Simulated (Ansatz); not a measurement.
# C2H6GeSi: the cost of one run

Computed with the Python package of Ansatz 0.2.0. Level of theory: B3LYP/def2-SVPD.

## 1. The system

Bond lengths: C1–C2 1.266 Å, C2–Si3 1.893 Å, C2–Ge4 2.090 Å, Si3–Ge4 2.096 Å, C1–H5 1.109 Å, C1–H6 1.153 Å, Si3–H7 1.494 Å, Si3–H8 1.428 Å, Ge4–H9 1.621 Å, Ge4–H10 1.483 Å. Angles (14 of 18 angles, heavy atoms first): C1–C2–Si3 146.9°, C1–C2–Ge4 149.8°, Si3–C2–Ge4 63.3°, C2–Si3–Ge4 63.0°, C2–Ge4–Si3 53.8°, C2–C1–H5 124.3°, C2–C1–H6 120.9°, C2–Si3–H7 112.7°, C2–Si3–H8 114.0°, Ge4–Si3–H7 112.6°, Ge4–Si3–H8 116.7°, C2–Ge4–H9 106.8°, C2–Ge4–H10 110.8°, Si3–Ge4–H9 115.6°.

c2h6gesi.xyz, read by the script:

```xyz
10

C    -1.40270    0.71280   -0.99250
C    -0.45690    0.20750   -0.32020
Si    0.57950   -1.33290    0.04850
Ge    1.09690    0.42800    1.06000
H    -2.00850    0.15460   -1.73440
H    -1.70590    1.81620   -0.85170
H     1.53340   -1.66410   -1.05270
H    -0.10950   -2.32890    0.80440
H     0.40790    0.62780    2.51360
H     2.14880    1.32790    0.52780
```

## 2. The code

Input file tae.py:

```python
"""Atomisation energy of C2H6GeSi at the given geometry."""

from collections import Counter
import logging
import sys

import ansatz as az

logging.basicConfig(stream=sys.stdout, format="%(levelname)s:%(name)s:%(message)s")
log = logging.getLogger("calc")
log.setLevel(logging.INFO)


def total_energy(molecule, charge=0, unpaired=0):
    calc = (
        molecule.calculation()
        .basis(gaussian="def2-SVPD")
        .functional("b3lyp")
        .scf(lower_state_search="standard")
    )
    if charge:
        calc = calc.charge(charge)
    if unpaired:
        calc = calc.spin("collinear", total=unpaired)
    report = calc.run(threads=1, pin="off").report
    if report["published_state_doubts"]:
        print("  doubts:", report["published_state_doubts"])
    return report["free_energy_ev"]


def main() -> None:
    c2h6gesi = az.Crystal.molecule_from_extxyz("c2h6gesi.xyz")

    # unpaired electrons of the ground-state atoms
    unpaired = {"C": 2, "Si": 2, "Ge": 2, "H": 1}
    counts = Counter(site.symbol for site in c2h6gesi.cartesian_sites)
    atom_energy = {s: total_energy(az.Crystal.molecule().atom(s, (0, 0, 0)), 0, unpaired[s]) for s in counts}
    whole = total_energy(c2h6gesi, 0, 0)
    for s, e in atom_energy.items():
        log.info(f"{s:2s} x{counts[s]}  {e:14.5f} eV")
    log.info(f"C2H6GeSi: {whole:.5f} eV")
    split = sum(counts[s] * e for s, e in atom_energy.items()) - whole
    log.info(f"atomisation energy (no zero-point term): {23.060548 * split:.1f} kcal/mol, {split / sum(counts.values()):.3f} eV an atom")


if __name__ == "__main__":
    main()
```

## 3. The calls as engine input

The package turns the script's settings into the engine's input (first run):

```yaml
crystal:
  periodic: [false, false, false]
  atoms:
    - { symbol: C, position_ang: [0.0, 0.0, 0.0] }
basis:
  gaussian:
    orbitals: def2-SVPD
hamiltonian:
  xc: b3lyp
magnetization:
  spin_polarized: true
  initial_magnetization: 2.0
scf:
  lower_state_search: standard
```

## 4. The run

Launch:

```console
$ python tae.py
```

**Question.** How long does this script take on 1 thread of Arm Neoverse V2, shared host, and how much memory does it need?

About 11 s, with a peak of 0.38 GiB.
